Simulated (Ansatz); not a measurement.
Write a Python script for the Python package of Ansatz (0.2.0) that makes an atomisation energy of Br2FHSn, SMILES [F][SnH]([Br])[Br]. Settings (for the species named): r2scan0, def2-TZVP basis, multiplicity 1.

Input file `br2fhsn.xyz`:
```text
5

F    -0.78930    0.08230    1.83640
Sn    0.03350    0.11080    0.08910
Br    1.28830   -2.03470   -0.20010
Br   -1.62400    0.30560   -1.73090
H     1.14150    1.46250   -0.03600
```

The script, `br2fhsn_tae.py`:
```python
'''Energy to split Br2FHSn into its atoms.'''

from collections import Counter

import ansatz as az


def energy(molecule, charge=0, unpaired=0):
    calc = molecule.calculation().basis(gaussian='def2-TZVP').functional('r2scan0')
    if charge:
        calc = calc.charge(charge)
    if unpaired:
        calc = calc.spin('collinear', total=unpaired)
    report = calc.run(threads=1).report
    if report['published_state_doubts']:
        print('  doubts:', report['published_state_doubts'])
    return report['free_energy_ev']

geometry = az.Crystal.molecule_from_extxyz('br2fhsn.xyz')

# Hund ground states
unpaired = {'F': 1, 'Sn': 2, 'Br': 1, 'H': 1}
counts = Counter(site.symbol for site in geometry.cartesian_sites)
atom_energy = {s: energy(az.Crystal.molecule().atom(s, (0, 0, 0)), 0, unpaired[s]) for s in counts}
whole = energy(geometry, 0, 0)
for s, e in atom_energy.items():
    print(f'{s:2s} x{counts[s]}  {e:14.5f} eV')
print(f'Br2FHSn: {whole:.5f} eV')
split = sum(counts[s] * e for s, e in atom_energy.items()) - whole
print(f'atomisation energy (no zero-point term): {23.060548 * split:.1f} kcal/mol, {split / sum(counts.values()):.3f} eV an atom')
```

```console
$ python br2fhsn_tae.py
F  x1     -2713.54478 eV
Sn x1     -5831.54503 eV
Br x2    -70044.66948 eV
H  x1       -13.60215 eV
Br2FHSn: -148660.94025 eV
atomisation energy (no zero-point term): 297.7 kcal/mol, 2.582 eV an atom
```

297.7 kcal/mol from the electronic energies, without the zero-point term.

Reading the output:
- Total energies depend on the basis set; only differences at equal settings carry meaning.
- The geometry is a force-field or estimated start, not a minimum of this method, and the basis set is short of its limit. All parts are taken at fixed geometry, without zero-point energy.
- def2 sets replace the cores of elements past krypton by effective core potentials.
- The spin-orbit lowering of heavy atoms is left out.
- Timing: 10 s on 1 thread of Intel(R) Xeon(R) 6975P-C (Granite Rapids) (shared host), peak memory 0.58 GiB.

(Lines on the test bed's own set-up are left out of the output.)
